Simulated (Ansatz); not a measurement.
**C4H9Cl3Sn: a ladder of functionals and wavefunction methods**

How much do the methods differ for C4H9Cl3Sn? The plan is to run it at one geometry with functionals of several rungs and with coupled cluster, and see how far each lands from CCSD(T) at the basis-set limit for the atomisation energy.

Method: functionals in def2-TZVPP, the program's frozen cores in correlated methods; program: Ansatz 0.2.0, Gaussian basis.

Levels to be run: LDA (SPW92), PBE-D4, revPBE-D4, BLYP-D4, r2SCAN-D4, B97M-V, PBE0-D4, B3LYP-D4, r2SCANh-D4, r2SCAN0-D4, HSE06-D4, BHLYP-D4, CAM-B3LYP-D4, LC-ωPBE, ωB97X-V, ωB97M-V, B2PLYP, PBE-QIDH; CCSD(T)/def2-SVP; CCSD(T)/def2-TZVPP; MP2/def2-QZVPP; extrapolation to the limit; RPA on PBE.

### Step 1. The relaxed structure

The geometry comes from an earlier relaxation with PBE0-D4 in a triple-zeta def2 set; it is a stationary point, not always the lowest conformer. Sn takes the def2 core potential; no spin-orbit term is included.

17 atoms, charge 0, spin multiplicity 1.

Atoms are counted from 1 here; the program's logs count them from 0.

Bond lengths: C1–C2 1.524 Å, C1–H9 1.093 Å, C1–H10 1.092 Å, C1–H11 1.094 Å, C2–C3 1.521 Å, C2–C4 1.524 Å, C2–H12 1.096 Å, C3–H13 1.094 Å, C3–H14 1.094 Å, C3–H15 1.092 Å, C4–Sn5 2.133 Å, C4–H16 1.094 Å, C4–H17 1.093 Å, Sn5–Cl6 2.314 Å, Sn5–Cl7 2.314 Å, Sn5–Cl8 2.317 Å. Angles: C2–C1–H9 110.7°, C2–C1–H10 111.5°, C2–C1–H11 110.8°, H9–C1–H10 108.0°, H9–C1–H11 107.8°, H10–C1–H11 108.0°, C1–C2–C3 111.0°, C1–C2–C4 109.3°, C1–C2–H12 108.0°, C3–C2–C4 111.8°, C3–C2–H12 108.2°, C4–C2–H12 108.3°, C2–C3–H13 110.9°, C2–C3–H14 112.3°, C2–C3–H15 110.8°, H13–C3–H14 107.7°, H13–C3–H15 107.9°, H14–C3–H15 107.1° and more.

### Step 2. LDA

This LDA is Slater exchange with PW92 correlation.

The input, in.yaml:

```yaml
crystal:
  periodic: [false, false, false]
  atoms:
    - {symbol: C, position_ang: [-0.235731, -1.920508, 0.950283]}
    - {symbol: C, position_ang: [-0.117516, -0.754838, -0.025068]}
    - {symbol: C, position_ang: [-1.490568, -0.229935, -0.416051]}
    - {symbol: C, position_ang: [0.750936, 0.334222, 0.593502]}
    - {symbol: Sn, position_ang: [1.129122, 1.971816, -0.719255]}
    - {symbol: Cl, position_ang: [3.161771, 2.986224, -0.277976]}
    - {symbol: Cl, position_ang: [-0.457475, 3.652885, -0.612637]}
    - {symbol: Cl, position_ang: [1.206776, 1.291285, -2.932234]}
    - {symbol: H, position_ang: [-0.822895, -2.731615, 0.513145]}
    - {symbol: H, position_ang: [0.745171, -2.320345, 1.217368]}
    - {symbol: H, position_ang: [-0.734127, -1.605698, 1.872035]}
    - {symbol: H, position_ang: [0.380294, -1.119900, -0.931035]}
    - {symbol: H, position_ang: [-2.010396, 0.187967, 0.451242]}
    - {symbol: H, position_ang: [-1.433793, 0.552457, -1.179092]}
    - {symbol: H, position_ang: [-2.109787, -1.031265, -0.824130]}
    - {symbol: H, position_ang: [0.280947, 0.771485, 1.479411]}
    - {symbol: H, position_ang: [1.738470, -0.034740, 0.880691]}
basis:
  gaussian: {orbitals: def2-TZVPP}
hamiltonian: {xc: lda}
output: {orbitals: {seedname: orbitals}}
```

Command:

```
$ ansatz run in.yaml --threads 5 --pin off --events-out ev --progress --plain --max-ram 66560MiB --backend cuda --devices 0, --max-vram 37GiB
```

Further steps of the session: PBE-D4 (GGA); revPBE-D4 (GGA); BLYP-D4 (GGA); r2SCAN-D4 (meta-GGA); B97M-V (meta-GGA); PBE0-D4 (hybrid); B3LYP-D4 (hybrid); r2SCANh-D4 (hybrid); r2SCAN0-D4 (hybrid); HSE06-D4 (hybrid); BHLYP-D4 (hybrid); CAM-B3LYP-D4 (range-separated); LC-ωPBE (range-separated); ωB97X-V (range-separated); ωB97M-V (range-separated); B2PLYP (double hybrid); PBE-QIDH (double hybrid); CCSD(T) in def2-SVP; CCSD(T) in def2-TZVPP; MP2 in def2-QZVPP; RPA on PBE orbitals.

Before running them: what should the planned runs give, taken together? Wanted: atomisation energy, CCSD(T)/CBS; farthest beyond LDA; mean size of error, GGA; mean size of error, meta-GGA; mean size of error, hybrid; mean size of error, range-separated; mean size of error, double hybrid; gap, smallest and largest; T1 diagnostic.

**Answer**, as computed:

| quantity | value |
| --- | --- |
| atomisation energy, CCSD(T)/CBS | 1500.4 kcal/mol |
| functionals within 15.0 kcal/mol (1.0 %) | revPBE-D4, r2SCAN-D4, B97M-V, PBE0-D4, B3LYP-D4, r2SCANh-D4, HSE06-D4, CAM-B3LYP-D4, ωB97X-V, ωB97M-V, PBE-QIDH |
| farthest beyond LDA | BHLYP-D4 (-43.6 kcal/mol) |
| mean size of error, GGA | 19.2 kcal/mol |
| mean size of error, meta-GGA | 3.7 kcal/mol |
| mean size of error, hybrid | 14.6 kcal/mol |
| mean size of error, range-separated | 6.6 kcal/mol |
| mean size of error, double hybrid | 17.4 kcal/mol |
| gap, smallest and largest | 4.46 eV (LDA (SPW92)), 11.57 eV (LC-ωPBE) |
| T1 diagnostic | 0.0103 |
| triples share of the correlation energy | 3.9 % |

What this shows: The LDA atomisation energy is off by 198.6 kcal/mol (13 %): it overbinds. PBE-D4 misses by +20.0 kcal/mol. Double hybrids carry the basis error of their MP2 part in triple zeta, and no dispersion term here, so their miss is partly the set-up's. The rungs meta-GGA, range-separated, hybrid miss on average by less than the doubt on the reference (15.0 kcal/mol), so they tie. The reference freezes the cores and leaves out spin-orbit coupling and excitations past (T), and its outer-core shells are covered unevenly, so misses under about 15.0 kcal/mol can't be ranked. All levels share the lack of spin-orbit coupling, which lowers the free heavy atoms and so the true binding. Hartree-Fock recovers 74 % of the binding; the rest is correlation. CCSD(T) in def2-SVP is off by -80.6 kcal/mol, worse than the median functional, from the basis alone. Orbital gaps span 4.5 to 11.6 eV; exact exchange widens them. Correlated methods include outer-core shells of Sn, which these sets cover unevenly.
